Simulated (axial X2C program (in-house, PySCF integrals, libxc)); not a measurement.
**FTiF: bond lengths and stretches, held linear**

The task here is to estimate one member of a computed series from the others.

Computed with an in-house X2C program for linear molecules on PySCF integrals. Level: all-electron X2C, two-component (2c) or spin-free, F dyall-av3z, Ti dyall-v3z.

All values are calculated.

2 further runs of the same task are left out: 2 set aside as unsound or not needed.

Set-up of the first run:

task.json

```json
{"zs": [9, 22, 9], "q": 0, "bas": ["dyall-av3z", "dyall-v3z", "dyall-av3z"], "r0": [2.0, 2.0], "symm": 1, "scan": ["PBE0", "HF", "B3LYP"], "levels": ["PBE0", "HF", "LDA"], "nst": 2}
```

Keys: zs atomic numbers; q charge; bas basis sets; r0 starting distance in Å; symm equal bonds; scan levels of the two-bond scan (MP2 follows by itself at each HF point); levels methods; nst determinants followed.

On the command line:

```console
> python solin.py task.json out
```

Masses F 18.998, Ti 47.948, F 18.998 u.

Steps of the session up to this table: Scan at PBE0, 2c; Scan at HF, 2c; Scan at B3LYP, 2c.

One table of the session follows, with a row left open; its other results are not shown here.

| level | r(F–Ti) (Å) | r(Ti–F) (Å) | lower stretch (cm⁻¹) | upper stretch (cm⁻¹) |
| --- | --- | --- | --- | --- |
| PBE0, 2c | 1.807 | 1.807 | 590.9 | 741.5 |
| HF, 2c | 1.836 | 1.836 | 569.4 | 746.6 |
| B3LYP, 2c | ? | ? | ? | ? |
| MP2, 2c | 1.810 | 1.810 | 592.7 | 739.3 |
| PBE0, spin-free | 1.807 | 1.807 | 591.0 | 741.6 |
| HF, spin-free | 1.835 | 1.835 | 569.7 | 746.8 |
| B3LYP, spin-free | 1.818 | 1.818 | 587.0 | 734.6 |
| MP2, spin-free | 1.810 | 1.810 | 592.8 | 739.4 |

Estimate the missing values for B3LYP, 2c.

As computed: r(F–Ti) (Å): 1.818; r(Ti–F) (Å): 1.818; lower stretch (cm⁻¹): 586.9; upper stretch (cm⁻¹): 734.5.

Scans not shown above were run alike.

Caveats from the session: The molecule was held linear; bending was not examined, so a bent shape may lie lower. Note: functional without a current term on a determinant with orbital currents, of the molecule or an atom.
